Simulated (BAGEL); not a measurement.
# triplet BPN2H6: levels of theory compared

Wanted: a comparison of 3 runs (UHF/3-21G, ROHF/6-31G*, UHF/6-31G*) of triplet BPN2H6. 

Program for the calculation: BAGEL 1.2.2.

1 further run of the same task is left out (set aside as unsound or not needed).

## 1. The structure to begin with

BPN2H6 has 10 atoms, charge 0, and is taken as a triplet. SMILES of the parent species: `NB(N)P`. Geometry: relaxed at GFN2-xTB. That shape belongs to the parent species and isn't relaxed for this state.

Bond lengths: N1–B2 1.400 Å, B2–N3 1.398 Å, B2–P4 1.946 Å, N1–H5 1.004 Å, N1–H6 1.006 Å, N3–H7 1.006 Å, N3–H8 1.004 Å, P4–H9 1.387 Å, P4–H10 1.387 Å. Some angles: N1–B2–N3 120.8°, N1–B2–P4 120.6°, N3–B2–P4 118.6°, B2–N1–H5 123.5°, B2–N1–H6 123.3°, B2–N3–H7 123.8°, B2–N3–H8 123.0°, B2–P4–H9 95.2°, B2–P4–H10 95.2°, H5–N1–H6 113.1°.

## 2. A single-point energy at UHF/3-21G (density fitting with qzvpp-jkfit) (run 1)

job.json

```json
{ "bagel": [

{
  "title": "molecule",
  "basis": "3-21g",
  "df_basis": "qzvpp-jkfit",
  "angstrom": true,
  "geometry": [
    { "atom": "N", "xyz": [   -1.081460,    0.235390,   -0.675310 ] },
    { "atom": "B", "xyz": [    0.054150,   -0.193590,    0.021190 ] },
    { "atom": "N", "xyz": [    0.349850,   -1.554780,    0.140430 ] },
    { "atom": "P", "xyz": [    1.256020,    1.095630,    0.846690 ] },
    { "atom": "H", "xyz": [   -1.332940,    1.201370,   -0.784150 ] },
    { "atom": "H", "xyz": [   -1.731320,   -0.394060,   -1.114120 ] },
    { "atom": "H", "xyz": [   -0.215520,   -2.286970,   -0.253700 ] },
    { "atom": "H", "xyz": [    1.155590,   -1.898420,    0.630940 ] },
    { "atom": "H", "xyz": [    1.296130,    1.948080,   -0.247040 ] },
    { "atom": "H", "xyz": [    0.249490,    1.847340,    1.435070 ] }
  ]
},
{
  "title": "uhf",
  "nopen": 2
},
{
  "title": "print",
  "file": "orbitals.molden",
  "orbitals": true
}

]}
```

The run is started by

```bash
$ BAGEL_NUM_THREADS=1 BAGEL job.json > job.out
```

Standard output:

```text
* using 1 threads per process

  ===============================================================
  ===============================================================

  *** Geometry ***

  { "atom" : "N", "xyz" : [     -2.043663,      0.444823,     -1.276151 ] },
  { "atom" : "B", "xyz" : [      0.102329,     -0.365832,      0.040043 ] },
  { "atom" : "N", "xyz" : [      0.661121,     -2.938108,      0.265374 ] },
  { "atom" : "P", "xyz" : [      2.373534,      2.070441,      1.600012 ] },
  { "atom" : "H", "xyz" : [     -2.518892,      2.270260,     -1.481829 ] },
  { "atom" : "H", "xyz" : [     -3.271721,     -0.744665,     -2.105382 ] },
  { "atom" : "H", "xyz" : [     -0.407274,     -4.321747,     -0.479424 ] },
  { "atom" : "H", "xyz" : [      2.183749,     -3.587494,      1.192304 ] },
  { "atom" : "H", "xyz" : [      2.449331,      3.681338,     -0.466838 ] },
  { "atom" : "H", "xyz" : [      0.471468,      3.490967,      2.711889 ] },

  Number of auxiliary basis functions:      465

  Since a DF basis is specified, we compute 2- and 3-index integrals:
    o Being stored without compression. Storage requirement is 0.010 GB

  Number of basis functions:       52
  Number of electrons      :       40

    * METHOD: MOLECULE                             0.21

  *** Open-shell HF ***

  === Nuclear Repulsion ===
   150.5977190054

      * DIIS with orbital gradients will be used.

  === UHF iteration (3-21g) ===
      0       -474.97654453          0.05772392           0.08
      1       -475.12354503          0.02963128           0.08
      2       -475.16047147          0.01583981           0.08
      3       -475.17465068          0.00188163           0.08
      4       -475.17811016          0.00143127           0.08
      5       -475.18065795          0.00082369           0.08
      6       -475.18157159          0.00046072           0.08
      7       -475.18173837          0.00023139           0.08
      8       -475.18178250          0.00011806           0.08
      9       -475.18179579          0.00004044           0.07
     10       -475.18179735          0.00001260           0.07
     11       -475.18179745          0.00000538           0.07
     12       -475.18179747          0.00000240           0.08
     13       -475.18179748          0.00000142           0.07
     14       -475.18179748          0.00000117           0.07
     15       -475.18179749          0.00000072           0.07
     16       -475.18179749          0.00000058           0.07
     17       -475.18179749          0.00000048           0.07
     18       -475.18179749          0.00000036           0.07
     19       -475.18179749          0.00000015           0.08
     20       -475.18179749          0.00000008           0.07
     21       -475.18179749          0.00000005           0.08
     22       -475.18179749          0.00000002           0.08
     23       -475.18179749          0.00000001           0.07
    * SCF iteration converged.

    * S^2 (UHF) is 2.0063

    * Permanent dipole moment:
           (    0.469218,     0.777690,     0.334167) a.u.

    * METHOD: UHF                                  1.95

    * METHOD: PRINT                                0.01

  ===============================================================
```

Run time: 2.4 s. Hardware: 1 thread of Intel Xeon Platinum 8259CL at 2.50GHz (Skylake/Cascade Lake), shared host; peak memory 0.08 GiB.

## 3. The energy at ROHF/6-31G(d) (density fitting with qzvpp-jkfit, spherical functions) (run 2)

job.json

```json
{ "bagel": [

{
  "title": "molecule",
  "basis": "6-31gs.json",
  "df_basis": "qzvpp-jkfit",
  "angstrom": true,
  "geometry": [
    { "atom": "N", "xyz": [      -1.081460,       0.235390,      -0.675310 ] },
    { "atom": "B", "xyz": [       0.054150,      -0.193590,       0.021190 ] },
    { "atom": "N", "xyz": [       0.349850,      -1.554780,       0.140430 ] },
    { "atom": "P", "xyz": [       1.256020,       1.095630,       0.846690 ] },
    { "atom": "H", "xyz": [      -1.332940,       1.201370,      -0.784150 ] },
    { "atom": "H", "xyz": [      -1.731320,      -0.394060,      -1.114120 ] },
    { "atom": "H", "xyz": [      -0.215520,      -2.286970,      -0.253700 ] },
    { "atom": "H", "xyz": [       1.155590,      -1.898420,       0.630940 ] },
    { "atom": "H", "xyz": [       1.296130,       1.948080,      -0.247040 ] },
    { "atom": "H", "xyz": [       0.249490,       1.847340,       1.435070 ] }
  ]
},

{
  "title": "rohf",
  "nopen": 2
},

{
  "title": "print",
  "file": "orbitals.molden",
  "orbitals": true
}

]}
```

The basis set 6-31G* is read from a file made from the Basis Set Exchange's data (not shown).

The run is started by

```bash
$ BAGEL_NUM_THREADS=1 BAGEL job.json > job.out
```

Standard output:

```text
* using 1 threads per process

  ===============================================================
  ===============================================================

  *** Geometry ***

  { "atom" : "N", "xyz" : [     -2.043663,      0.444823,     -1.276151 ] },
  { "atom" : "B", "xyz" : [      0.102329,     -0.365832,      0.040043 ] },
  { "atom" : "N", "xyz" : [      0.661121,     -2.938108,      0.265374 ] },
  { "atom" : "P", "xyz" : [      2.373534,      2.070441,      1.600012 ] },
  { "atom" : "H", "xyz" : [     -2.518892,      2.270260,     -1.481829 ] },
  { "atom" : "H", "xyz" : [     -3.271721,     -0.744665,     -2.105382 ] },
  { "atom" : "H", "xyz" : [     -0.407274,     -4.321747,     -0.479424 ] },
  { "atom" : "H", "xyz" : [      2.183749,     -3.587494,      1.192304 ] },
  { "atom" : "H", "xyz" : [      2.449331,      3.681338,     -0.466838 ] },
  { "atom" : "H", "xyz" : [      0.471468,      3.490967,      2.711889 ] },

  Number of auxiliary basis functions:      465

  Since a DF basis is specified, we compute 2- and 3-index integrals:
    o Being stored without compression. Storage requirement is 0.019 GB

  Number of basis functions:       72
  Number of electrons      :       40

    * METHOD: MOLECULE                             0.37

  *** Open-shell HF ***

  === Nuclear Repulsion ===
   150.5977190054

      * DIIS with orbital gradients will be used.

  === ROHF iteration (6-31gs.json) ===
      0       -477.29055484          0.05577461           0.12
      1       -477.52523692          0.03509783           0.12
      2       -477.60989979          0.01977526           0.12
      3       -477.65399993          0.00231466           0.13
      4       -477.65958719          0.00154230           0.13
      5       -477.66354780          0.00094619           0.11
      6       -477.66549737          0.00045937           0.12
      7       -477.66579634          0.00023403           0.12
      8       -477.66586234          0.00009839           0.12
      9       -477.66588477          0.00004575           0.12
     10       -477.66589196          0.00001731           0.12
     11       -477.66589228          0.00000663           0.11
     12       -477.66589230          0.00000312           0.12
     13       -477.66589232          0.00000164           0.11
     14       -477.66589229          0.00000124           0.11
     15       -477.66589229          0.00000103           0.11
     16       -477.66589229          0.00000078           0.11
     17       -477.66589230          0.00000060           0.11
     18       -477.66589232          0.00000047           0.11
     19       -477.66589234          0.00000031           0.11
     20       -477.66589235          0.00000018           0.11
     21       -477.66589234          0.00000009           0.11
     22       -477.66589234          0.00000005           0.11
     23       -477.66589234          0.00000003           0.11
     24       -477.66589233          0.00000002           0.11
     25       -477.66589233          0.00000002           0.11
     26       -477.66589233          0.00000001           0.11
     27       -477.66589233          0.00000001           0.11
    * SCF iteration converged.

    * S^2 (ROHF) is 2.0000

    * Permanent dipole moment:
           (    0.494776,     0.576001,     0.339488) a.u.

    * METHOD: ROHF                                 3.41

    * METHOD: PRINT                                0.01

  ===============================================================
```

Run time: 4.2 s. Hardware: 1 thread of Intel Xeon Platinum 8259CL at 2.50GHz (Skylake/Cascade Lake), shared host; peak memory 0.099 GiB.

## 4. A single-point energy at UHF/6-31G(d) (density fitting with qzvpp-jkfit, spherical functions) (run 3)

calc.json

```json
{ "bagel" : [

{
  "title" : "molecule",
  "basis" : "6-31gs.json",
  "df_basis" : "qzvpp-jkfit",
  "angstrom" : true,
  "geometry" : [
    { "atom" : "N", "xyz" : [      -1.081460,       0.235390,      -0.675310 ] },
    { "atom" : "B", "xyz" : [       0.054150,      -0.193590,       0.021190 ] },
    { "atom" : "N", "xyz" : [       0.349850,      -1.554780,       0.140430 ] },
    { "atom" : "P", "xyz" : [       1.256020,       1.095630,       0.846690 ] },
    { "atom" : "H", "xyz" : [      -1.332940,       1.201370,      -0.784150 ] },
    { "atom" : "H", "xyz" : [      -1.731320,      -0.394060,      -1.114120 ] },
    { "atom" : "H", "xyz" : [      -0.215520,      -2.286970,      -0.253700 ] },
    { "atom" : "H", "xyz" : [       1.155590,      -1.898420,       0.630940 ] },
    { "atom" : "H", "xyz" : [       1.296130,       1.948080,      -0.247040 ] },
    { "atom" : "H", "xyz" : [       0.249490,       1.847340,       1.435070 ] }
  ]
},

{
  "title" : "uhf",
  "nopen" : 2
},

{
  "title" : "print",
  "file" : "orbitals.molden",
  "orbitals" : true
}

]}
```

The basis set 6-31G* is read from a file made from the Basis Set Exchange's data (not shown).

The run is started by

```bash
$ BAGEL_NUM_THREADS=1 BAGEL calc.json > calc.out
```

Standard output:

```text
* using 1 threads per process

  ===============================================================
  ===============================================================

  *** Geometry ***

  { "atom" : "N", "xyz" : [     -2.043663,      0.444823,     -1.276151 ] },
  { "atom" : "B", "xyz" : [      0.102329,     -0.365832,      0.040043 ] },
  { "atom" : "N", "xyz" : [      0.661121,     -2.938108,      0.265374 ] },
  { "atom" : "P", "xyz" : [      2.373534,      2.070441,      1.600012 ] },
  { "atom" : "H", "xyz" : [     -2.518892,      2.270260,     -1.481829 ] },
  { "atom" : "H", "xyz" : [     -3.271721,     -0.744665,     -2.105382 ] },
  { "atom" : "H", "xyz" : [     -0.407274,     -4.321747,     -0.479424 ] },
  { "atom" : "H", "xyz" : [      2.183749,     -3.587494,      1.192304 ] },
  { "atom" : "H", "xyz" : [      2.449331,      3.681338,     -0.466838 ] },
  { "atom" : "H", "xyz" : [      0.471468,      3.490967,      2.711889 ] },

  Number of auxiliary basis functions:      465

  Since a DF basis is specified, we compute 2- and 3-index integrals:
    o Being stored without compression. Storage requirement is 0.019 GB

  Number of basis functions:       72
  Number of electrons      :       40

    * METHOD: MOLECULE                             0.33

  *** Open-shell HF ***

  === Nuclear Repulsion ===
   150.5977190054

      * DIIS with orbital gradients will be used.

  === UHF iteration (6-31gs.json) ===
      0       -477.29055484          0.05577461           0.17
      1       -477.52857467          0.03501541           0.14
      2       -477.61357348          0.01970942           0.13
      3       -477.65678368          0.00219482           0.12
      4       -477.66237683          0.00148403           0.12
      5       -477.66586409          0.00103580           0.12
      6       -477.66863659          0.00054223           0.13
      7       -477.66914397          0.00031499           0.14
      8       -477.66930954          0.00017164           0.15
      9       -477.66935570          0.00010033           0.14
     10       -477.66937507          0.00004253           0.12
     11       -477.66937696          0.00001455           0.17
     12       -477.66937722          0.00000621           0.14
     13       -477.66937726          0.00000245           0.11
     14       -477.66937728          0.00000149           0.12
     15       -477.66937728          0.00000116           0.12
     16       -477.66937729          0.00000092           0.11
     17       -477.66937729          0.00000074           0.11
     18       -477.66937730          0.00000058           0.12
     19       -477.66937730          0.00000047           0.11
     20       -477.66937730          0.00000036           0.13
     21       -477.66937730          0.00000022           0.13
     22       -477.66937730          0.00000013           0.13
     23       -477.66937730          0.00000007           0.13
     24       -477.66937730          0.00000004           0.13
     25       -477.66937730          0.00000003           0.12
     26       -477.66937730          0.00000002           0.11
     27       -477.66937730          0.00000002           0.12
     28       -477.66937730          0.00000001           0.11
     29       -477.66937730          0.00000001           0.11
     30       -477.66937730          0.00000001           0.11
    * SCF iteration converged.

    * S^2 (UHF) is 2.0092

    * Permanent dipole moment:
           (    0.495347,     0.576621,     0.339890) a.u.

    * METHOD: UHF                                  4.15

    * METHOD: PRINT                                0.01

  ===============================================================
```

It took 4.8 s on 1 thread of Intel Xeon Platinum 8259CL at 2.50GHz (Skylake/Cascade Lake), shared host; peak memory 0.098 GiB.

## 5. The series

```csv
run,level,energy (Eh),dipole moment (D),⟨S²⟩,wall time
1,UHF/3-21G (density fitting with qzvpp-jkfit),-475.181797,2.46,2.006,2.4 s
2,"ROHF/6-31G* (density fitting with qzvpp-jkfit, spherical functions)",-477.665892,2.11,2.000,4.2 s
3,"UHF/6-31G* (density fitting with qzvpp-jkfit, spherical functions)",-477.669377,2.12,2.009,4.8 s
```

## 6. Outcome

| quantity | value |
| --- | --- |
| run 3: total energy | -477.66938 Eh |
| run 3: dipole moment | 2.12 D |
| run 3: ⟨S²⟩ | 2.009 |

**Reading.** The dipole moment (its size) runs from 2.11 D (ROHF/6-31G*) to 2.46 D (UHF/3-21G). The two ends differ in method and basis. All runs together took 11 s, the longest 4.8 s.
